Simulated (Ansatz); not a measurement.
# BiTe (Fm-3m) in Ansatz: notebook

One crystal, BiTe, is run at these levels: HSE06 form with a typed share of exact exchange; tasks: single point.

All numbers are computed with Ansatz 0.2.0; they aren't measurements. Logs are shortened: lines on timing, memory, paths and dates and some standing lists are left out, and cuts for length are marked.

### 1 Starting point

Symmetry: Fm-3m, No. 225, cubic system. The conventional cell has a = 6.470 Å, b = 6.470 Å, c = 6.470 Å, α = 90.00°, β = 90.00°, γ = 90.00°. Around Bi (site symmetry m-3m) lie 6 Te at 3.23 Å. Te (site symmetry m-3m) is surrounded by 6 Bi at 3.23 Å.

### 2 Single point, HSE06 form with a typed share of exact exchange

File input.yaml:

```yaml
crystal:
  lattice:
    - [0.0, 3.235, 3.235]
    - [3.235, 0.0, 3.235]
    - [3.235, 3.235, 0.0]
  atoms:
    - { symbol: Bi, position: [0.0, 0.0, 0.0] }
    - { symbol: Te, position: [0.5, 0.5, 0.5] }
hamiltonian:
  xc: { exchange: pbe, correlation: pbe, exx: { coeff: 0.25, omega: 0.1 } }
  pseudopotentials: { kind: paw }
kpoints:
  mp_grid: { grid: [4, 4, 4] }
scf:
  occupations: { method: fermi_dirac, width: 0.05 }
output:
  forces: true
  stress: true
  eigenvalues: true
  write_density: true
  write_potential: true
  elf: true
  volumetric_format: npy
```

Potentials or basis: Ansatz PAW.

The run is started by

```console
ansatz run input.yaml --threads 2 --pin off --max-ram 5632MiB --backend cpu --events-out ev --progress --plain --runs-dir out
```

Standard output:

```text
Warning: output.stress: scf.convergence.dr2_threshold = 1e-7 eV (the SCF's general default) is looser than the 2e-10 eV advised for a printed stress (1e-10 eV for each atom of the cell: 2). What an SCF threshold leaves in a stress goes as its square root, and in the free energy as the threshold itself, and one threshold admits the most on a small cell: of the crystals measured, under no hybrid functional and no lock of the moments, on runs that ended without the residual-converged pass, on stresses that held no estimate of that error, the worst erred by over 100 MPa in a component at 1e-7 eV an atom and by under 5 at 1e-10. Set scf.convergence.dr2_threshold to 2e-10 eV or tighter. The threshold is an SCF's pass mark: one that does not reach it within its budget of iterations ends unconverged, or closes short of it on a stop that the run arms, and scf.convergence.dr2_threshold's page says what that costs each kind of run
Warning: output.stress: scf.exx.energy_threshold = 1e-6 eV is looser than the 2e-8 eV advised for a stress under a hybrid functional (1e-8 eV for each atom of the cell: 2). Every SCF of the exchange loop can meet its threshold on dr2 while the loop round them stops early: no threshold on dr2 bounds what that leaves in the stress. Set scf.exx.energy_threshold to 2e-8 eV or tighter. The threshold is the loop's pass mark: a loop that does not reach it within its budget of cycles ends unconverged, and scf.exx.energy_threshold's page has the law
Warning: RAYON_NUM_THREADS=2 ignored (pool sized by the plan → 2); use --threads N
exact exchange: scf.exx.singularity resolves to wigner_seitz, which cuts the screened interaction at the faces of the exchange supercell's Wigner-Seitz cell, so that each pair interacts once, at the shortest of its separations (the periodic images that this leaves out come, for a point-like exchange hole, to about 0.023 eV on a filled level). The cut falls within the interaction's reach, and what an exchange supercell this small leaves in the energy, the band gaps and, where it is computed, the pressure is not bounded here. The exchange supercell (the smallest cell that an SCF of this deck is solved on times the 4×4×4 mesh of the exchange sum) has its nearest image at L = 18.30 Å, 1.83 times the interaction's range 1/ω = 10.00 Å. A denser mesh of the exchange sum (kpoints.mp_grid; where a k-mesh is refused, the cell repeated along its short axes), shrinks what is left. The k-mesh (kpoints.mp_grid) can leave an error of its own, as it does under a semilocal functional: two runs of this structure under PBE, one on that k-mesh and one on a denser one or on the cell repeated (per cell), show about how large it is in the energy; in a metal the hybrid's can be larger than they show. Converge the k-mesh under the hybrid itself. See scf.exx.q_mesh
Engine: ansatz 0.2.0, aarch64-unknown-linux-gnu
Pseudopotentials: kind: paw
Pseudopotential: Bi, paw, valence charge 15, recommended cutoff 420 eV (normal), Bi.paw.azcp
Pseudopotential: Te, paw, valence charge 16, recommended cutoff 420 eV (normal), Te.paw.azcp
Functional definition: unnamed
  parameter a_1 = 0.25
  parameter omega_1 = 0.1/angstrom
  exchange = pbe_x + (-a_1)*pbe_x_sr(omega_1) + a_1*exact_x_sr(omega_1)
  correlation = pbe_c
Crystal: 2 atoms, lattice volume = 67.710 Å³
Basis set: ecut = 420 eV, 1363 PW (Γ), exchange–correlation on 64×64×64 points (8 copies of the dense FFT grid, shifted against one another)
Bands: 20, of which v1, the nominal top of the filled ones, is band 16 counted from 1 (15 counted from 0)
Symmetry: 48 space group operations
Space group: Fm-3m (ITA 225), of the structure as read, at distance tolerance 4.1e-5 Å
k-points: 8 of 64
Non-local potential: Bi, projectors of the file, l = 0: 2, l = 1: 2, l = 2: 2, l = 3: 2
Non-local potential: Te, projectors of the file, l = 0: 2, l = 1: 2, l = 2: 2, l = 3: 2
PAW form: soft (Blöchl's): semilocal exchange-correlation on the pseudo side does not see the compensation charge
PAW frozen core: Bi, regenerated for the run's functional, and the local potential with it (the file was generated under x = pbe(κ = 0.804, μ = 0.2195149727645171), c = pbe(β = 0.06672455060314922))
PAW frozen core: Te, regenerated for the run's functional, and the local potential with it (the file was generated under x = pbe(κ = 0.804, μ = 0.2195149727645171), c = pbe(β = 0.06672455060314922))
PAW one-centre angular grid: Bi, 590 points (default); XC on 64 Gauss nodes
PAW one-centre angular grid: Te, 590 points (default); XC on 64 Gauss nodes
Initial density: superposition of atomic densities (neutral atoms: chi_scale 0, normalization atom), corrected by the library's trained network
Initial wavefunctions: pseudopotential atomic-orbital guess
Functional: x = pbe(κ = 0.804, μ = 0.2195149727645171), c = pbe(β = 0.06672455060314922), warm-up for x = pbe(κ = 0.804, μ = 0.2195149727645171) + 0.25 (exact − pbe) at short range (hse, ω = 0.1 Å⁻¹), c = pbe(β = 0.06672455060314922)
SCF iter   1: F=—  HF=-19376.687174 eV  |F-HF|=—  |Δ(HF+E_count)|=         —  Δρ=1.44e-3  dr2=2.51e-3  ethr=1.77e-3  ⟨swp⟩=11.8  Hψ=703  notcnv=0
preconditioner: auto → Kerker (q_TF=auto, 2.395 Å⁻¹)  [metal: Δε(μ)=0.086 eV  Ē_g=9.533 eV  σ=0.050 eV  W_gap=0.39  n_scr=14 (ndim 8)  ℏωp=15.0 eV  f_vac=0.012  D(μ)=3.11/eV (n_scr^D=26)]
SCF iter   2: F=—  HF=-19376.687993 eV  |F-HF|=—  |Δ(HF+E_count)|=   8.19e-4  Δρ=9.11e-4  dr2=1.01e-3  ethr=8.09e-6  ⟨swp⟩=4.6  Hψ=477  notcnv=0  defer=6
iter 3 solved again at ethr=2.30e-7 eV; its pass at ethr=3.25e-6 eV (dr2=7.13e-5 eV) is discarded
SCF iter   3: F=—  HF=-19376.687959 eV  |F-HF|=—  |Δ(HF+E_count)|=   3.43e-5  Δρ=2.28e-4  dr2=7.15e-5  ethr=2.30e-7  ⟨swp⟩=3.2  Hψ=624  notcnv=0  defer=2
SCF iter   4: F=—  HF=-19376.687972 eV  |F-HF|=—  |Δ(HF+E_count)|=   1.37e-5  Δρ=7.28e-5  dr2=7.07e-6  ethr=2.30e-7  ⟨swp⟩=3.1  Hψ=310  notcnv=0  defer=2
SCF iter   5: F=—  HF=-19376.687979 eV  |F-HF|=—  |Δ(HF+E_count)|=   7.04e-6  Δρ=2.19e-5  dr2=2.76e-7  ethr=2.28e-8  ⟨swp⟩=3.2  Hψ=337  notcnv=0  defer=1
SCF iter   6: F=—  HF=-19376.687980 eV  |F-HF|=—  |Δ(HF+E_count)|=   1.01e-6  Δρ=6.99e-6  dr2=2.70e-8  ethr=8.90e-10  ⟨swp⟩=3.5  Hψ=415  notcnv=0  defer=1
SCF iter   7: F=—  HF=-19376.687980 eV  |F-HF|=—  |Δ(HF+E_count)|=   1.04e-7  Δρ=1.37e-6  dr2=1.20e-9  ethr=8.69e-11  ⟨swp⟩=3.6  Hψ=339  notcnv=0  defer=1
SCF iter   8: F=-19376.687980 eV  HF=-19376.687980 eV  |F-HF|=5.46e-11  |Δ(HF+E_count)|=   3.37e-9  Δρ=2.72e-7  dr2=3.98e-11  ethr=3.88e-12  ⟨swp⟩=3.8  Hψ=384  notcnv=0  defer=1
SCF 1 converged in 8 iterations: F = -19376.687980 eV  dr2 = 3.98e-11
Initial density: handed on by an earlier stage of this run
Initial wavefunctions: those handed on with the density
Functional: x = pbe(κ = 0.804, μ = 0.2195149727645171) + 0.25 (exact − pbe) at short range (hse, ω = 0.1 Å⁻¹), c = pbe(β = 0.06672455060314922)
Exchange kernel: α = 0.2500, screened, ω = 0.1000 Å⁻¹, Wigner–Seitz truncation, v(0) = 3367.5341 eV·Å³, q-mesh 4×4×4, nearest image of the exchange supercell L = 18.30 Å, pair-density grid 18×18×18, without the augmentation charges, whose exchange is taken in its separable form by FFT convolution over the k-point mesh (sized by the pseudopotential files, 25×25×25 at the most), smooth part of the exact exchange by density-matrix convolution
Frozen-core exchange: fock
iter 1 solved again at ethr=1.62e-5 eV; its pass at ethr=1.00e-1 eV (dr2=5.03e-3 eV) is discarded
SCF iter   1: F=—  HF=-19384.699629 eV  |F-HF|=—  |Δ(HF+E_count)|=         —  Δρ=4.04e-3  dr2=7.00e-3  ethr=1.62e-5  ⟨swp⟩=5.2  Hψ=946  notcnv=0
preconditioner: auto → none  [insulator: Δε(μ)=0.221 eV  Ē_g=10.884 eV  σ=0.050 eV  W_gap=0.75  n_scr=14 (ndim 8)  ℏωp=14.9 eV  f_vac=0.013  D(μ)=1.57/eV (n_scr^D=14)]
SCF iter   2: F=—  HF=-19384.706532 eV  |F-HF|=—  |Δ(HF+E_count)|=   6.90e-3  Δρ=2.21e-3  dr2=1.77e-3  ethr=1.62e-5  ⟨swp⟩=3.2  Hψ=330  notcnv=0  defer=1
SCF iter   3: F=—  HF=-19384.706305 eV  |F-HF|=—  |Δ(HF+E_count)|=   2.27e-4  Δρ=1.91e-4  dr2=4.66e-5  ethr=5.63e-6  ⟨swp⟩=3.2  Hψ=307  notcnv=0  defer=1
SCF iter   4: F=-19384.706308 eV  HF=-19384.706315 eV  |F-HF|=6.57e-6  |Δ(HF+E_count)|=   1.01e-5  Δρ=8.74e-5  dr2=7.04e-6  ethr=1.13e-7  ⟨swp⟩=4.1  Hψ=413  notcnv=0  defer=1
SCF 2 stopped early in 4 iterations: F = -19384.706308 eV  dr2 = 7.04e-6
hybrid outer 1: dexx = +9.546e-3 eV, tail = 7.72e-5 eV
Exchange kernel: α = 0.2500, screened, ω = 0.1000 Å⁻¹, Wigner–Seitz truncation, v(0) = 3367.5341 eV·Å³, q-mesh 4×4×4, nearest image of the exchange supercell L = 18.30 Å, pair-density grid 18×18×18, without the augmentation charges, whose exchange is taken in its separable form by FFT convolution over the k-point mesh (sized by the pseudopotential files, 25×25×25 at the most), smooth part of the exact exchange by density-matrix convolution
Frozen-core exchange: fock
SCF iter   1: F=—  HF=-19384.706275 eV  |F-HF|=—  |Δ(HF+E_count)|=         —  Δρ=3.60e-5  dr2=1.32e-6  ethr=1.24e-6  ⟨swp⟩=4.9  Hψ=371  notcnv=0
preconditioner: auto → none  [insulator: Δε(μ)=0.322 eV  Ē_g=10.918 eV  σ=0.050 eV  W_gap=0.82  n_scr=14 (ndim 8)  ℏωp=15.0 eV  f_vac=0.012  D(μ)=1.14/eV (n_scr^D=8)]
SCF iter   2: F=—  HF=-19384.706275 eV  |F-HF|=—  |Δ(HF+E_count)|=   2.86e-7  Δρ=2.13e-5  dr2=3.12e-7  ethr=4.18e-9  ⟨swp⟩=4.2  Hψ=448  notcnv=0  defer=1
SCF iter   3: F=—  HF=-19384.706275 eV  |F-HF|=—  |Δ(HF+E_count)|=   1.11e-8  Δρ=9.38e-6  dr2=5.55e-8  ethr=9.25e-10  ⟨swp⟩=3.2  Hψ=312  notcnv=0  defer=4
SCF iter   4: F=-19384.706275 eV  HF=-19384.706275 eV  |F-HF|=8.30e-9  |Δ(HF+E_count)|=   2.35e-9  Δρ=2.40e-6  dr2=1.02e-8  ethr=1.79e-10  ⟨swp⟩=3.9  Hψ=383  notcnv=0  defer=3
SCF 3 converged in 4 iterations: F = -19384.706275 eV  dr2 = 1.02e-8
  Residual-converged pass: ⟨swp⟩=3.9  Hψ=420  notcnv=0  max |occ|·‖R‖ = 2.4e-6 eV (tolerance 2.4e-6 eV)  dr2=1.04e-8  dr2_onsite=3.82e-10  max |Δocc| = 2.4e-12
hybrid outer 2: dexx = +3.689e-7 eV, tail = 2.65e-8 eV, Δε = 6.17e-3 eV (about 2.66e-4 eV left of the loop's levels)
hybrid SCF converged: 2 outer / 8 inner (+8 warm-up), last move |dexx| = 3.69e-7 eV, tail = 2.65e-8 eV
Stability not checked: this state was not tested for a lower state beside it, because the functional holds exact exchange (a hybrid, or Hartree-Fock), whose exchange loop this test does not read (fock_operator; see scf.lower_state_search)
Free energy (F): -19384.706275 eV
Frozen-core exchange: fock
Harris-Foulkes:  -19384.706275 eV  (|F-HF|=8.30e-9)
Internal energy: -19384.696691 eV  (E = F + TS)
E sigma→0 (E₀):  -19384.701483 eV
Entropy (-TS):   -0.009584 eV (-4.792 meV/atom)
Fermi energy:    9.771643 eV
--- Per-component energies (eV) ---
  E_band       = -430.388147
  E_kinetic    = 479.698029
  E_local      = -2758.750307  (includes V_loc(G=0)·N_el)
  E_nonlocal   = 250.151969
  E_hartree    = 1289.901596
  E_xc         = -216.631911
  E_vxc        = -194.891434  (∫ρ·V_xc dr)
  E_exx        = -86.225616  (= α·E_x^exact, valence–valence)
  E_paw        = -15306.665332  (= ΣΔE_a)
  E_vpaw       = -613.946031  (= ΣTr[D̂ρ^β])
  E_aug_tail   = -0.000617  (compensation charges beyond the density's cutoff)
  E_ewald      = -3036.155726
  E_core_change = -0.018768  (= ΣΔE_core)
  E_smearing   = -0.009584  (= −TS)
  E_closure    = -0.000008  (closes the sum)
  Σ components = -19384.706275   (vs F -19384.706275, Δ=0.00e0)
--- Forces (eV/Å), atoms counted from 1 ---
  atom   1  Bi    -0.00000000     0.00000000    -0.00000000
  atom   2  Te     0.00000000    -0.00000000     0.00000000
  max |Σ_I F_I| component: 1.68e-30 eV/Å
--- Stress (GPa, compression-positive) ---
       -1.597658      -0.000000       0.000000
        0.000000      -1.597658       0.000000
        0.000000       0.000000      -1.597658
  P = ⅓ Tr σ = -1.5977 GPa (-15.977 kbar)
--- Band table (eV; the first three rows and the last of 8) ---
  k-point 0: bands = ["-30.5335", "-30.5335", "-30.5286", "-30.5286", "-30.5286", "-15.8244", "-15.8244", "-15.8133", "-15.8133", "-15.8133", "-5.5286", "0.7817", "6.5427", "6.5427", "6.5427", "12.4374", "12.4374", "12.4374", "14.9456", "14.9456"]
  k-point 1: bands = ["-30.5334", "-30.5334", "-30.5284", "-30.5284", "-30.5284", "-15.8275", "-15.8275", "-15.8125", "-15.8104", "-15.8104", "-4.9094", "-0.6875", "6.7729", "6.7729", "7.1840", "10.4860", "10.5916", "10.5916", "15.1288", "16.1120"]
  k-point 2: bands = ["-30.5332", "-30.5332", "-30.5283", "-30.5281", "-30.5281", "-15.8303", "-15.8303", "-15.8114", "-15.8072", "-15.8072", "-3.3954", "-2.8551", "7.3001", "7.3001", "7.8102", "8.9239", "8.9675", "8.9675", "17.7782", "18.3134"]
  k-point 7: bands = ["-30.5335", "-30.5331", "-30.5282", "-30.5282", "-30.5276", "-15.8362", "-15.8253", "-15.8100", "-15.8100", "-15.8027", "-2.9812", "-2.3943", "3.8002", "3.8002", "7.7406", "9.4264", "14.3340", "14.3340", "15.5218", "15.5218"]
```

It took 15 s on 2 threads of Arm Neoverse V1, shared host; peak memory 0.88 GiB.

What came out:

```
Free energy            : -19384.7063 eV
Pressure               : -1.6 GPa
Band gap on the k mesh : none (metal or under the smearing width)
```

Levels at points of the mesh, in eV from the Fermi level:
```tsv
k point	band 13	band 14	band 15	band 16	band 17	band 18
(0.00, 0.00, 0.00)	-3.23	-3.23	-3.23	2.67	2.67	2.67
(0.00, 0.00, -0.50)	-2.47	-2.47	-1.96	-0.85	-0.80	-0.80
(0.00, -0.50, -0.50)	-6.74	-4.90	-4.90	2.57	4.22	4.22
```

Caveat: the k mesh is coarse (spacing up to 0.42 Å⁻¹), so the values aren't converged, least of all with exact exchange; spin-orbit coupling is left out, which moves the levels of the heavy elements; the PAW data sets come from PBE, with cores solved anew for the run's functional, which leaves a small shift of forces and pressure; the thresholds are loose for stress.

### 3 Single point, HSE06 form with a typed share of exact exchange

input.yaml: that of step 2 with these lines changed.

```diff
@@ -9,3 +9,6 @@
 hamiltonian:
-  xc: { exchange: pbe, correlation: pbe, exx: { coeff: 0.25, omega: 0.1 } }
+  xc:
+    exchange: pbe
+    correlation: pbe
+    exx: { coeff: 0.25, omega: 0.15 }
   pseudopotentials: { kind: paw }
@@ -19,5 +22 @@
   eigenvalues: true
-  write_density: true
-  write_potential: true
-  elf: true
-  volumetric_format: npy
```

Potentials or basis: Ansatz PAW.

The run is started by

```console
ansatz run input.yaml --threads 2 --pin off --max-ram 5632MiB --backend cpu --events-out ev --progress --plain --runs-dir out
```

Wall time 15 s (2 threads of Arm Neoverse V1, shared host); peak memory 0.88 GiB.

The run converged. Its results:

- Free energy: -19384.7225 eV
- Pressure: -1.5 GPa
- Band gap on the k mesh: none (metal or under the smearing width)

Levels at points of the mesh, in eV from the Fermi level:
```
             k point  band 13  band 14  band 15  band 16  band 17  band 18
  (0.00, 0.00, 0.00)    -3.12    -3.12    -3.12     2.60     2.60     2.60
 (0.00, 0.00, -0.50)    -2.38    -2.38    -1.87    -0.79    -0.74    -0.74
(0.00, -0.50, -0.50)    -6.61    -4.77    -4.77     2.52     4.15     4.15
```

Caveat: the k mesh is coarse (spacing up to 0.42 Å⁻¹), so the values aren't converged, least of all with exact exchange; spin-orbit coupling is left out, which moves the levels of the heavy elements; the PAW data sets come from PBE, with cores solved anew for the run's functional, which leaves a small shift of forces and pressure; the thresholds are loose for stress.
